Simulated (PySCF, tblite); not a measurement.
# BrH₃NO−, a complex of two parts: NMR shifts, interaction energy, infrared bands, spin-spin couplings, core binding energies and electronic excitations

The task here is to estimate one member of a computed series from the others.

Programs: tblite 0.8.0 and PySCF 2.14.0. All values are calculated, for the isolated system unless a continuum is named. Atoms count from 0, parts from 1.

### The system as given

6 atoms, charge -1, multiplicity 1; geometry: rigid parts in contact. Parts: 1 = atoms 0–4, `NO`, charge 0; 2 = atom 5, `[Br-]`, charge -1.

Set-up of the first run:

The job: settings as JSON, then the geometry in Å.

```
{"job": {"kind": "dock", "xc": "GFN2-xTB", "basis": "xTB"}, "charge": -1, "multiplicity": 1, "parts": [{"atoms": "0-4", "charge": 0, "multiplicity": 1}, {"atoms": "5-5", "charge": -1, "multiplicity": 1}]}
O      0.806509    -0.066037     0.435728
N     -0.427864     0.040408    -0.281497
H      1.494657    -0.023119    -0.241261
H     -0.912075     0.841723     0.122316
H     -0.961227    -0.792975    -0.035286
Br    -3.194871     1.358637    -0.494547
```

With the program's defaults for keys left out, this is: GFN2-xTB search for minima from random contacts, gas phase.

Command:

```bash
OMP_NUM_THREADS=1 python cluster_run.py task.json out
```

The driver reads the jobs from task.json and runs them one after another.

Steps of the session up to this table: Docking the parts with GFN2-xTB; Relaxing the molecule at PBE0-D3(BJ)/def2-TZVPD; Shielding tensors: PBE0/aug-pcSseg-2; Coupled-cluster interaction energy: CCSD(T) and MP2.

One table of the session follows, with a row left open; its other results are not shown here.

It belongs to the step «Coupled-cluster interaction energy: CCSD(T) and MP2». 

```
                 method  interaction energy (kcal/mol)
         HF/aug-cc-pVDZ                         -16.06
        MP2/aug-cc-pVDZ                         -19.56
       CCSD/aug-cc-pVDZ                         -18.48
    CCSD(T)/aug-cc-pVDZ                         -19.00
         HF/aug-cc-pVQZ                              ?
        MP2/aug-cc-pVQZ                         -21.24
    SCS-MP2/aug-cc-pVQZ                         -19.86
      MP2, extrapolated                         -21.55
CCSD(T), limit estimate                         -20.99
```

Estimate the missing values for HF/aug-cc-pVQZ.

**Answer.** interaction energy (kcal/mol): -16.19. In the column «interaction energy (kcal/mol)» it lies between CCSD/aug-cc-pVDZ (-18.48) and HF/aug-cc-pVDZ (-16.06).

To keep in mind: The interaction energy leaves out the deformation of the parts, 5.39 kcal/mol (MP2); added to the CCSD(T) estimate it gives a binding of about -15.60 kcal/mol.
